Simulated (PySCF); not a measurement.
# [TaOF5]2-: geometry, NMR shifts

What NMR shifts should [TaOF5]2- (`[O]=[Ta-2]([F])([F])([F])([F])[F]`) show?

Programs: PySCF 2.14.0, with density-fitted response routines of our own. Each step states its level of theory. These are calculated values for one molecule in the gas phase, unless marked as measured. Atoms are numbered from 0 throughout.

### Step 1. Starting geometry

7 atoms, charge -2, multiplicity 1; geometry from: GFN2-xTB.

Bonds of the start (Å): Ta0–O1 1.71, Ta0–F2 2.12, Ta0–F3 1.99, Ta0–F4 1.99, Ta0–F5 1.99, Ta0–F6 1.99.

### Step 2. Geometry optimisation at PBE0-D3(BJ)/def2-SVP

What the job is given:

```
{"job": {"xc": "PBE0", "basis": "def2-SVP", "d3": "d3bj", "grid": 1, "maxiter": 40, "kind": "geom"}, "charge": -2, "multiplicity": 1}
Ta    -0.002860    -0.001360     0.211990
O     -0.015550    -0.010090     1.922580
F      0.017480     0.009870    -1.908110
F      1.970080     0.005470    -0.039260
F     -1.971570    -0.003340    -0.074510
F     -0.004960     1.970540    -0.047760
F      0.007360    -1.971090    -0.064940
```

**Question.** This job is followed by: GIAO PBE0/pcSseg-1 Ta:def2-TZVP NMR shielding, non-relativistic, gas phase; GIAO wB97X-D/pcSseg-1 Ta:def2-TZVP NMR shielding, non-relativistic, gas phase. What will the session give for the following? point group; rotational constants (main isotopes); 17O shifts against H2O (PBE0/def2-TZVP+pcSseg-1); 19F shifts against CFCl3 (PBE0/def2-TZVP+pcSseg-1, means over atoms taken as alike); range of the shift of O1.

As calculated:

```
                                                                           quantity                 value
                                                                        point group                   C4v
                                               rotational constants (main isotopes)  1.81, 1.81, 1.72 GHz
                                   17O shifts against H2O (PBE0/def2-TZVP+pcSseg-1)             682.3 ppm
19F shifts against CFCl3 (PBE0/def2-TZVP+pcSseg-1, means over atoms taken as alike)      -13.7, -96.8 ppm
                                                           range of the shift of O1    670.6 to 682.3 ppm
```

In words: Relaxing lowered the energy by 0.195 eV in 7 steps; the close pair that moved most is Ta0–O1, from 1.711 to 1.783 Å. No frequency check was run at this level, so the end point may be a saddle. At PBE0/def2-TZVP+pcSseg-1: The largest span, 919 ppm, is at O1, where the paramagnetic term is -752 ppm. In ppm, O1 moves most: its shift spreads over 11.7 ppm, from 670.6 (wB97X-D/def2-TZVP+pcSseg-1) to 682.3 (PBE0/def2-TZVP+pcSseg-1). Spin-orbit coupling is left out, which matters for shieldings and couplings at and beside the heavy atoms. At PBE0/def2-TZVP+pcSseg-1 the HOMO lies above zero (+1.60 eV), as often for anions in the gas phase: self-interaction error lifts it, or the electron is held by the finite basis alone; counter-ions and solvent are missing.
